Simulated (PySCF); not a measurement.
**Arsenic: the same states on changed settings**

One table from this session's results is given with a row withheld; the runs are named, their logs left out.

Method: unrestricted determinants in a Gaussian basis, no spin-orbit coupling in the energies. Code: PySCF 2.14.0.

7 further runs of the same task are left out: 7 set aside as unsound or not needed.

### Starting point

```
Element                                   : arsenic (Z = 33)
Basis                                     : jorge-DZP-DKH (8s6p2d1f, 43 functions)
Hamiltonian                               : scalar relativity by spin-free X2C-1e
State 1                                   : As: [Ar] 3d10 4s2 4p3, high-spin 4S determinant
State 2                                   : As⁺: [Ar] 3d10 4s2 4p2, high-spin 3P determinant
Methods                                   : UHF, BP86, B3LYP, MP2, CCSD(T)
Core shells frozen in the correlated runs : valence: [Ar] 3d10 (for As)
```

The outer shells:

As [Ar] 3d10 4s2 4p3
```
[Ar] core
3d [↑↓][↑↓][↑↓][↑↓][↑↓]
4s [↑↓]
4p [↑ ][↑ ][↑ ]
```

As+ [Ar] 3d10 4s2 4p2
```
[Ar] core
3d [↑↓][↑↓][↑↓][↑↓][↑↓]
4s [↑↓]
4p [↑ ][↑ ][  ]
```

The sound run (jorge-DZP-DKH, the spin-free X2C one-electron Hamiltonian (Gaussian nucleus), symmetry-adapted start, fine grid, valence correlation) gave:

```tsv
species	method	energy (hartree)
As	UHF	-2258.89398
As	BP86	-2260.89671
As	B3LYP	-2260.62785
As	MP2 (valence)	-2258.91863
As	CCSD(T) (valence)	-2258.92440
As⁺	UHF	-2258.54714
As⁺	BP86	-2260.53346
As⁺	B3LYP	-2260.27000
As⁺	MP2 (valence)	-2258.57238
As⁺	CCSD(T) (valence)	-2258.58114
```

One driver process ran all states and methods and kept the integrals in memory. Each run is shown as a PySCF script that sums up its settings (the driver passes frozen orbitals as a list and adds second-order terms of double hybrids); the logs are those of the runs themselves.

The first run:

The driver's launch:

```bash
$ OMP_NUM_THREADS=1 python atomrun2.py TASK.json OUT
```

Input file input.py:

```python
from pyscf import gto, scf, dft, mp, cc
import basis_set_exchange as bse
mol = gto.M(atom="As 0 0 0", charge=0, spin=3, symmetry="D2h",
            basis=gto.basis.parse(bse.get_basis("jorge-DZP-DKH", elements=["As"], fmt="nwchem", header=False)),
            nucmod="G")
mf = scf.UHF(mol).sfx2c1e()
mf.irrep_nelec = {'Ag': (6, 6), 'B1g': (1, 1), 'B2g': (1, 1), 'B3g': (1, 1), 'B1u': (3, 2), 'B2u': (3, 2), 'B3u': (3, 2)}
mf.init_guess = "minao"
mf.max_cycle = 50
mf.kernel()
```

Among the steps run: Changed run, As; Changed run, As⁺.

One of the session's tables, all rows but one given; the rest of the session is left out.

Ionisation energy of As:

| method | sound run (eV) |
| --- | --- |
| UHF | ? |
| BP86 | 9.885 |
| B3LYP | 9.738 |
| MP2 | 9.422 |
| SCS-MP2 | 9.362 |
| CCSD | 9.341 |
| CCSD(T) | 9.341 |

Q: Estimate the row for UHF from the others.

The run gave: sound run (eV): 9.438. In the column «sound run (eV)» it lies between MP2 (9.422) and B3LYP (9.738).
